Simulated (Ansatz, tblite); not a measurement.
# The cluster Ga5H13O14: one state, many levels

The task here is to estimate one member of a computed series from the others.

Computed with Ansatz 0.2.0, Gaussian basis. Level: as each input shows.

The runs, in order: GFN1-xTB, GFN2-xTB, PBE-D4/def2-TZVP, r2SCAN-D4/def2-TZVP, B2PLYP/def2-TZVP, B3LYP-D4/def2-TZVP, HF/def2-TZVP, PBE+5HF/def2-SVP, PBE+10HF/def2-SVP, PBE+15HF/def2-SVP, PBE+35HF/def2-SVP, PBE+50HF/def2-SVP, PBE-D4/def2-SVP, PBE0-D4/def2-SVP, HF/STO-3G, MP2/def2-SVP, RPA/def2-SVP.

## The geometry

The geometry is that of the singlet, from an earlier relaxation (PBE-D4/def2-SVP).

32 atoms, charge 0, spin multiplicity 1.

Bond lengths: Ga1–O9 1.840 Å, Ga1–O10 1.937 Å, Ga1–O16 1.911 Å, Ga1–O18 1.826 Å, Ga2–O6 2.116 Å, Ga2–O8 1.827 Å, Ga2–O13 1.951 Å, Ga2–O14 1.975 Å, Ga2–O16 1.991 Å, Ga3–O17 1.825 Å, Ga3–O18 1.775 Å, Ga3–O19 1.788 Å, Ga4–O10 1.920 Å, Ga4–O11 1.804 Å, Ga4–O14 1.916 Å, Ga4–O15 1.854 Å, Ga5–O6 1.922 Å, Ga5–O7 1.796 Å and more. Angles: O9–Ga1–O10 112.9°, O9–Ga1–O16 103.0°, O9–Ga1–O18 118.8°, O10–Ga1–O16 100.3°, O10–Ga1–O18 108.2°, O16–Ga1–O18 112.1°, O6–Ga2–O8 99.9°, O6–Ga2–O13 77.1°, O6–Ga2–O14 84.0°, O6–Ga2–O16 165.8°, O8–Ga2–O13 141.7°, O8–Ga2–O14 107.4°, O8–Ga2–O16 94.2°, O13–Ga2–O14 110.2°, O13–Ga2–O16 90.8°, O14–Ga2–O16 93.5°, O17–Ga3–O18 114.0°, O17–Ga3–O19 116.5° and more.

Geometry (Å):

| atom | x (Å) | y (Å) | z (Å) |
| --- | --- | --- | --- |
| Ga1 | 0.8299 | -1.4750 | -0.1161 |
| Ga2 | 0.7502 | 1.8340 | -0.0720 |
| Ga3 | 0.9615 | -3.9084 | 1.8213 |
| Ga4 | -1.6285 | 0.0710 | 1.2972 |
| Ga5 | 0.3341 | 2.1939 | -2.8814 |
| O6 | 0.0741 | 3.3582 | -1.3749 |
| O7 | 0.5972 | 2.8231 | -4.5430 |
| O8 | 0.9430 | 2.7986 | 1.4682 |
| O9 | 0.9829 | -1.0693 | -1.9047 |
| O10 | -1.0099 | -1.5547 | 0.4833 |
| O11 | -3.3978 | -0.0676 | 1.6231 |
| O12 | -0.9679 | 0.8490 | -2.7556 |
| O13 | 1.6672 | 1.4184 | -1.7429 |
| O14 | -1.1249 | 1.2191 | -0.1512 |
| O15 | -0.3995 | 0.5099 | 2.6142 |
| O16 | 1.3998 | 0.1356 | 0.7390 |
| O17 | -0.8422 | -3.6785 | 1.9772 |
| O18 | 1.7038 | -2.9422 | 0.5311 |
| O19 | 1.7139 | -5.0911 | 2.9316 |
| H20 | -0.8620 | 3.5512 | -1.1751 |
| H21 | 1.3152 | 3.4816 | -4.5693 |
| H22 | 0.7724 | 3.7448 | 1.3136 |
| H23 | 0.1320 | -0.7364 | -2.2815 |
| H24 | -1.1866 | -2.3795 | 1.0379 |
| H25 | -3.6255 | 0.3914 | 2.4518 |
| H26 | -1.5902 | 0.7960 | -3.5030 |
| H27 | 1.6376 | 0.3953 | -1.8559 |
| H28 | -1.3575 | 0.9607 | -1.0948 |
| H29 | -0.1646 | 1.4690 | 2.5785 |
| H30 | 0.9495 | 0.1749 | 1.6501 |
| H31 | -1.2843 | -4.1294 | 2.7179 |
| H32 | 2.6773 | -5.1435 | 2.7854 |

PBE0-D4/def2-TZVP was run before; its log isn't repeated, and its numbers join the tables.

The first run:

Tight binding, by tblite at 300 K electronic temperature and without a spin-polarisation term:

```python
tblite.interface.Calculator('GFN1-xTB', numbers, positions, charge=0, uhf=0).singlepoint()
```

Tight binding, by tblite at 300 K electronic temperature and without a spin-polarisation term:

```python
tblite.interface.Calculator('GFN2-xTB', numbers, positions, charge=0, uhf=0).singlepoint()
```

start.molden holds the orbitals of an earlier run on this state, given as this run's starting guess.

in.yaml reads:

```yaml
crystal:
  periodic: [false, false, false]
  atoms:
    - {symbol: Ga, position_ang: [0.829909, -1.475028, -0.116121]}
    - {symbol: Ga, position_ang: [0.750220, 1.834031, -0.071977]}
    - {symbol: Ga, position_ang: [0.961450, -3.908366, 1.821284]}
    - {symbol: Ga, position_ang: [-1.628518, 0.070961, 1.297182]}
    - {symbol: Ga, position_ang: [0.334103, 2.193868, -2.881392]}
    - {symbol: O, position_ang: [0.074126, 3.358159, -1.374858]}
    - {symbol: O, position_ang: [0.597207, 2.823081, -4.543022]}
    - {symbol: O, position_ang: [0.943009, 2.798574, 1.468219]}
    - {symbol: O, position_ang: [0.982864, -1.069259, -1.904734]}
    - {symbol: O, position_ang: [-1.009905, -1.554662, 0.483266]}
    - {symbol: O, position_ang: [-3.397842, -0.067590, 1.623140]}
    - {symbol: O, position_ang: [-0.967923, 0.848953, -2.755627]}
    - {symbol: O, position_ang: [1.667220, 1.418401, -1.742949]}
    - {symbol: O, position_ang: [-1.124948, 1.219077, -0.151209]}
    - {symbol: O, position_ang: [-0.399542, 0.509925, 2.614200]}
    - {symbol: O, position_ang: [1.399824, 0.135606, 0.738990]}
    - {symbol: O, position_ang: [-0.842174, -3.678498, 1.977200]}
    - {symbol: O, position_ang: [1.703786, -2.942199, 0.531069]}
    - {symbol: O, position_ang: [1.713905, -5.091074, 2.931634]}
    - {symbol: H, position_ang: [-0.862041, 3.551238, -1.175105]}
    - {symbol: H, position_ang: [1.315223, 3.481608, -4.569286]}
    - {symbol: H, position_ang: [0.772415, 3.744806, 1.313603]}
    - {symbol: H, position_ang: [0.132003, -0.736382, -2.281479]}
    - {symbol: H, position_ang: [-1.186589, -2.379466, 1.037907]}
    - {symbol: H, position_ang: [-3.625474, 0.391400, 2.451850]}
    - {symbol: H, position_ang: [-1.590227, 0.796026, -3.502968]}
    - {symbol: H, position_ang: [1.637565, 0.395259, -1.855906]}
    - {symbol: H, position_ang: [-1.357532, 0.960663, -1.094828]}
    - {symbol: H, position_ang: [-0.164563, 1.468985, 2.578513]}
    - {symbol: H, position_ang: [0.949454, 0.174865, 1.650053]}
    - {symbol: H, position_ang: [-1.284307, -4.129395, 2.717932]}
    - {symbol: H, position_ang: [2.677300, -5.143548, 2.785385]}
basis:
  gaussian: {orbitals: def2-TZVP, fitting: {mean_field: def2-universal-jkfit}, initial_orbitals: start.molden}
hamiltonian: {xc: pbe, dispersion: d4}
scf: {omitted_lower_state_checks: [starts]}
output: {forces: true, orbitals: {seedname: orbitals}}
```

The run is started by

```
$ ansatz run in.yaml --threads 2 --pin off --events-out ev --progress --plain --max-ram 32768MiB --backend cuda --devices 0, --max-vram 18GiB
```

Steps of the session up to this table: PBE-D4/def2-TZVP; r2SCAN-D4/def2-TZVP; B2PLYP/def2-TZVP; B3LYP-D4/def2-TZVP; HF/def2-TZVP; PBE+5HF/def2-SVP; PBE+10HF/def2-SVP; PBE+15HF/def2-SVP; PBE+35HF/def2-SVP; PBE+50HF/def2-SVP; PBE-D4/def2-SVP; PBE0-D4/def2-SVP; HF/STO-3G; MP2/def2-SVP; RPA/def2-SVP.

One table of the session follows, with a row left open; its other results are not shown here.

It belongs to the step «Binding energy». 

| level | binding an atom (eV) |
| --- | --- |
| HF/def2-SVP | 2.573 |
| HF/def2-TZVP | 2.534 |
| PBE-D4/def2-SVP | ? |
| PBE-D4/def2-TZVP | 3.962 |
| r2SCAN-D4/def2-TZVP | 3.915 |
| B3LYP-D4/def2-TZVP | 3.835 |
| PBE0-D4/def2-SVP | 3.864 |
| PBE0-D4/def2-TZVP | 3.827 |
| MP2/def2-SVP | 3.837 |

Q: Estimate the row for PBE-D4/def2-SVP from the others.

**Answer.** binding an atom (eV): 4.010. In the column «binding an atom (eV)» it is the highest.

To keep in mind: Free atoms were run apart at each level; binding is atoms less cluster, divided by the number of atoms, without zero-point or spin-orbit terms.
